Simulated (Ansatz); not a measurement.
# Molecular dynamics of Li$_{4}$Mn$_{5}$Sn$_{2}$O$_{12}$, charge -1

The input (input.yaml):

```yaml
accuracy: low
crystal:
  lattice:
    - [2.708627, -4.662224, 0.0]
    - [2.708627, 4.662224, 0.0]
    - [-1.743506, 0.0, 10.112476]
  atoms:
    - { symbol: Li, position: [0.60052264, 0.67954334, 0.71866978] }
    - { symbol: Li, position: [0.85531989, 0.61962215, 0.22236762] }
    - { symbol: Li, position: [0.16286366, 0.30347283, 0.24833722] }
    - { symbol: Li, position: [0.88041496, 0.03841871, 0.53177622] }
    - { symbol: Mn, position: [0.06679857, 0.93735654, -0.03157877], spin: 3.5 }
    - { symbol: Mn, position: [0.47953783, -0.04240473, 0.24237678], spin: 3.5 }
    - { symbol: Mn, position: [0.96873452, 0.4718073, 0.73250083], spin: 3.5 }
    - { symbol: Mn, position: [0.41983618, 0.55354158, -0.01512516], spin: 3.5 }
    - { symbol: Mn, position: [0.57295031, 0.416621, 0.47202803], spin: 3.5 }
    - { symbol: Sn, position: [0.24272665, 0.74167622, 0.50053533] }
    - { symbol: Sn, position: [0.77862571, 0.24455409, 0.00818002] }
    - { symbol: O, position: [0.21944683, 0.04185449, 0.35980331] }
    - { symbol: O, position: [0.90235227, 0.70500269, 0.62422863] }
    - { symbol: O, position: [0.42398162, 0.89244028, 0.89439774] }
    - { symbol: O, position: [0.12660451, 0.62638358, 0.10803081] }
    - { symbol: O, position: [0.52132164, 0.6745994, 0.37219851] }
    - { symbol: O, position: [0.25336099, 0.44782221, 0.60025717] }
    - { symbol: O, position: [0.72489683, 0.54535147, 0.89317788] }
    - { symbol: O, position: [0.42035172, 0.28720481, 0.10809049] }
    - { symbol: O, position: [0.83668699, 0.40952594, 0.36811881] }
    - { symbol: O, position: [0.62921958, 0.13732969, 0.56900058] }
    - { symbol: O, position: [0.04171615, 0.23724396, 0.86424206] }
    - { symbol: O, position: [0.80615997, 0.98751992, 0.14358709] }
magnetization:
  spin_polarized: true
total_charge: -1
basis:
  ecutwfc: 420.0
kpoints:
  mp_grid: { grid: [2, 2, 1] }
hamiltonian:
  xc: pbesol
scf:
  occupations: { method: fermi_dirac, width: 0.05 }
  lower_state_search: "off"
  max_iter: 55
md:
  timestep: 6
  n_steps: 150
  ensemble: nvt_langevin
  temperature: 1560.0
  initial_velocities: maxwell_boltzmann
  seed: 192939
  friction: 0.005
```

Command:

```bash
$ ansatz run input.yaml --threads 2 --pin off --max-ram 5120MiB --backend cpu --events-out ev --progress --plain --runs-dir out
```

It goes on from the last frame of an earlier run, with new velocities.

Output, in part (step lines):

```
md step     0: t =     0.00 fs  T =  1492.2 K  F+E_penalty+E_count = -38779.60365182 eV  E_kin = 4.436203 eV  (29 SCF iters)
md step     1: t =     6.00 fs  T =  1454.3 K  F+E_penalty+E_count = -38779.71344791 eV  E_kin = 4.323567 eV  (19 SCF iters)
md step     2: t =    12.00 fs  T =  1482.7 K  F+E_penalty+E_count = -38779.70535848 eV  E_kin = 4.408000 eV  (19 SCF iters)
md step     3: t =    18.00 fs  T =  1390.5 K  F+E_penalty+E_count = -38779.44890679 eV  E_kin = 4.134059 eV  (20 SCF iters)
md step     4: t =    24.00 fs  T =  1160.7 K  F+E_penalty+E_count = -38778.96236150 eV  E_kin = 3.450600 eV  (20 SCF iters)
md step     5: t =    30.00 fs  T =   990.3 K  F+E_penalty+E_count = -38778.57932875 eV  E_kin = 2.944072 eV  (19 SCF iters)
md step     6: t =    36.00 fs  T =   968.2 K  F+E_penalty+E_count = -38778.64054876 eV  E_kin = 2.878398 eV  (17 SCF iters)
md step     7: t =    42.00 fs  T =   951.7 K  F+E_penalty+E_count = -38778.89646400 eV  E_kin = 2.829431 eV  (17 SCF iters)
[... lines left out ...]
md step   150: t =   900.00 fs  T =  1379.7 K  F+E_penalty+E_count = -38777.06284777 eV  E_kin = 4.101922 eV  (18 SCF iters)
```

The steps, from the saved trajectory:

```tsv
time (fs)	T (K)	potential energy less start (eV)
0.0	1492	0.000
30.0	990	1.024
60.0	884	1.115
90.0	1287	0.228
120.0	802	1.491
150.0	1120	1.189
180.0	969	1.413
210.0	1344	0.285
240.0	793	1.775
270.0	949	1.859
300.0	1198	0.900
330.0	1079	0.555
360.0	1151	0.517
390.0	1312	0.786
420.0	1032	1.143
450.0	1470	0.903
480.0	1552	1.352
510.0	1364	2.260
540.0	1475	2.704
570.0	1338	2.668
600.0	1312	1.876
630.0	1103	1.923
660.0	1357	0.643
690.0	1319	0.693
720.0	1240	2.411
750.0	1436	2.574
780.0	1485	2.478
810.0	1439	2.490
840.0	1567	2.368
870.0	1621	2.263
900.0	1380	2.541
```

All steps were run. A run of 0.9 ps of so small a system gives no equilibrium averages. No Hubbard correction was used and the magnetic state wasn't searched. Limits of this set-up: coarse k mesh, low accuracy level, charged cell in a uniform background, uncorrected.

Mean squared displacements from the first frame to the last, about the centre of mass: Li 0.48 Å², Mn 0.70 Å², Sn 1.60 Å², O 0.31 Å².

Last frame:

```xyz
23
Lattice="2.7086 -4.6622 0.0000 2.7086 4.6622 0.0000 -1.7435 0.0000 10.1125" Properties=species:S:1:pos:R:3
Li 3.564 0.451 7.730
Li 3.950 -1.624 2.513
Li 1.639 0.989 2.922
Li 2.003 -4.240 5.353
Mn 2.776 4.055 0.579
Mn 1.368 -2.789 3.041
Mn 3.837 -3.346 8.106
Mn 2.872 0.868 0.447
Mn 2.206 -0.977 5.168
Sn 2.103 2.115 5.365
Sn 2.951 -1.899 -1.427
O 0.749 -1.028 3.924
O 3.779 -0.818 6.279
O 1.548 2.502 9.575
O 2.405 2.114 1.560
O 2.908 0.549 4.102
O 0.687 0.949 6.195
O 2.204 -0.101 9.242
O 2.095 -0.559 1.226
O 3.362 -2.538 3.843
O 0.961 -2.408 6.588
O -0.548 0.623 8.781
O 4.651 0.433 1.878
```

Time of the run: 27 min on 2 threads of Arm Neoverse V2, on a shared host, peak memory 0.86 GiB.
